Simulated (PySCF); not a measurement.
# PdF2: edits of the settings

Aim: run a base script for PdF2, then edit it and compare.

Method: each script names its method and basis; program: PySCF 2.14.0.

2 further runs of the same task are left out: 1 for a known fault of the program, 1 that didn't finish.

### Step 1. Starting geometry

PdF2: 3 atoms, charge 0, spin multiplicity 1.

Bond lengths: Pd1–F2 1.877 Å, Pd1–F3 1.877 Å. Angles: F2–Pd1–F3 180.0°.

### Step 2. The base run

input.py

```python
from pyscf import gto, scf, mp

mol = gto.M(
    atom='Pd 0 0 0; F 0 0 1.8769; F 0 0 -1.8769',
    basis='lanl2dz',
    ecp={'Pd': 'lanl2dz'},
    charge=0,
    spin=0,
    verbose=4,
)
mf = scf.RHF(mol)
mf = mf.newton()
mf.kernel()
mp.MP2(mf, frozen=2).kernel()
mf.dip_moment()
print('orbital energies (hartree):', mf.mo_energy[..., max(0, mol.nelec[1]-3):mol.nelec[0]+3].round(4))
```

The run is started by

```bash
python input.py
```

The log of this run is left out.

Base result: E(SCF) = -320.709506 Eh, 8 macro-iterations, E(MP2) − E(SCF) = -3.55044 Eh, μ = 0.00 D (of the SCF density).

### Step 3. Population analysis

Edit 1 changes step after the SCF: mp2 → analyze.

input.py

```python
from pyscf import gto, scf

mol = gto.M(
    atom='Pd 0 0 0; F 0 0 1.8769; F 0 0 -1.8769',
    basis='lanl2dz',
    ecp={'Pd': 'lanl2dz'},
    charge=0,
    spin=0,
    verbose=4,
)
mf = scf.RHF(mol)
mf = mf.newton()
mf.kernel()
mf.mulliken_pop()
mf.dip_moment()
print('orbital energies (hartree):', mf.mo_energy[..., max(0, mol.nelec[1]-3):mol.nelec[0]+3].round(4))
```

The run is started by

```bash
python input.py
```

### Step 4. Sbkjc

Edit 2 changes basis set: lanl2dz → sbkjc; frozen orbitals: 2 → none. The core potential changes with it: totals don't compare.

input.py, as its differences from that of step 2:

```diff
@@ -4,4 +4,4 @@
     atom='Pd 0 0 0; F 0 0 1.8769; F 0 0 -1.8769',
-    basis='lanl2dz',
-    ecp={'Pd': 'lanl2dz'},
+    basis='sbkjc',
+    ecp={'Pd': 'sbkjc', 'F': 'sbkjc'},
     charge=0,
@@ -13,3 +13,3 @@
 mf.kernel()
-mp.MP2(mf, frozen=2).kernel()
+mp.MP2(mf).kernel()
 mf.dip_moment()
```

**Question.** What will these runs give? Wanted: for each run, E(SCF); from base; gap; SCF dipole; after the SCF.

As calculated:

| run | E(SCF) (hartree) | from base (eV) | cycles | gap (eV) | SCF dipole (D) | after the SCF |
| --- | --- | --- | --- | --- | --- | --- |
| base | -320.709506 | 0 | 8 macro | -17.32 | 0.00 | MP2 correlation -96.612 eV, core frozen |
| population analysis | -320.709506 | 0.0000 | 8 macro | -17.32 | 0.00 | n/a |
| sbkjc | -174.056241 | not comparable | 11 macro | 11.39 | 0.00 | MP2 correlation -11.684 eV |

Distance from each run's final energy (log10 hartree) by cycle:

| run | cycle 1 | cycle 2 | cycle 3 | cycle 5 | cycle 8 | cycle 12 |
| --- | --- | --- | --- | --- | --- | --- |
| base | 0.7 | 0.0 | -0.9 | -7.4 | < -11 | done |
| population analysis | 0.7 | 0.0 | -0.9 | -7.4 | < -11 | done |
| sbkjc | 1.1 | 0.8 | 0.6 | -0.1 | -2.8 | done |

**Reading.** Total energies from different bases, Hamiltonians or methods carry different errors, so properties are taken as differences within one set-up.
